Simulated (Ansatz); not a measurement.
# MoI4: the cost of one run

Method: DFT PBE, scalar-relativistic, plane waves, PAW, in Ansatz 0.2.0.

1 further run of the same task is left out (it didn't finish).

## 1. The starting structure

It takes space group Im-3m (No. 229, cubic). Conventional cell: a = 7.265 Å, b = 7.265 Å, c = 7.265 Å, α = 90.00°, β = 90.00°, γ = 90.00°. Around Mo (site symmetry m-3m) lie 8 I at 3.15 Å. I (site symmetry -3m) has 2 Mo at 3.15 Å as nearest neighbours.

As a file:

```
CELL_PARAMETERS angstrom
-3.63262 3.63262 3.63262
3.63262 -3.63262 3.63262
3.63262 3.63262 -3.63262
ATOMIC_POSITIONS crystal
Mo 0.00000 0.00000 0.00000
I 0.50000 0.50000 0.50000
I 0.50000 0.00000 0.00000
I 0.00000 0.00000 0.50000
I 0.00000 0.50000 0.00000
```

Recipe of the guess: species swapped into a database cell of Hg4Pt (Im-3m, No. 229), with I on the Hg sites and Mo on the Pt sites. The dimensions are guesses.

## 2. A first look at the guess

input.yaml

```yaml
crystal:
  lattice:
    - [-3.63262447, 3.63262447, 3.63262447]
    - [3.63262447, -3.63262447, 3.63262447]
    - [3.63262447, 3.63262447, -3.63262447]
  atoms:
    - { symbol: Mo, position: [0.0, 0.0, 0.0], spin: 1.0 }
    - { symbol: I, position: [0.5, 0.5, 0.5] }
    - { symbol: I, position: [0.5, 0.0, 0.0] }
    - { symbol: I, position: [0.0, 0.0, 0.5] }
    - { symbol: I, position: [0.0, 0.5, 0.0] }
basis:
  ecutwfc: 420
kpoints:
  mp_grid: { grid: [4, 4, 4] }
hamiltonian:
  xc: pbe
scf:
  occupations: { method: gaussian, width: 0.1 }
  lower_state_search: "off"
output:
  forces: true
  stress: true
  eigenvalues: true
  populations: true
magnetization:
  spin_polarized: true
```

On the command line:

```console
$ ansatz run input.yaml --threads 1 --pin off --max-ram 2048MiB --backend cpu --events-out ev --progress --plain --runs-dir out
```

Q: Estimate wall time and peak memory on 1 thread of Arm Neoverse V1, shared host.

About 14 s, with a peak of 0.52 GiB.
